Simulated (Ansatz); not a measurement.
The system is TcRu.

```
Ru Tc
1.0
     2.72486    0.00000    0.00000
    -1.36243    2.35980    0.00000
     0.00000    0.00000    4.31289
Ru Tc
1 1
Direct
  0.33333 0.66667 0.50000
  0.00000 0.00000 0.00000
```

The cell comes from a database or a generator and needn't be the stable form of this composition.

```yaml
Program: Ansatz 0.2.0
Task: relaxation of cell and atoms
Functional: PBE
Potentials_or_basis: Ansatz PAW earlier set
Cutoff: "500 eV (not typed: the program's choice for these potentials)"
k_mesh: 11 × 11 × 6
Occupations: fermi-dirac, width 0.05 eV
Spin: no spin polarisation
```

At the start: volume 13.87 Å³/atom.

**Question.** How do energy, volume and symmetry change on relaxing?

**Answer.** It ends after 4 steps and the volume is 14.06 Å³/atom (+1.4 %); space group P-6m2 (No. 187, to 0.05 Å).

The path:
| step | energy change (eV) | largest force (eV/Å) | volume (Å³) |
| --- | --- | --- | --- |
| 1 | 0.0000 | 0.0000 | 27.73 |
| 2 | -0.0054 | 0.0000 | 28.14 |
| 3 | -0.0054 | 0.0000 | 28.13 |
| 4 | -0.0055 | 0.0000 | 28.13 |

Final structure:
```cif
data_structure
_symmetry_space_group_name_H-M 'P 1'
_symmetry_Int_Tables_number 1
_cell_length_a 2.7381
_cell_length_b 2.7381
_cell_length_c 4.3324
_cell_angle_alpha 90.000
_cell_angle_beta 90.000
_cell_angle_gamma 120.000
_cell_volume 28.13
loop_
_atom_site_label
_atom_site_type_symbol
_atom_site_fract_x
_atom_site_fract_y
_atom_site_fract_z
_atom_site_occupancy
Ru1 Ru 0.33333 0.66667 0.50000 1
Tc1 Tc 0.00000 0.00000 0.00000 1
```

Caveat: the plane-wave basis is chosen anew once the cell has moved, so the energies of steps on either side of that aren't comparable.
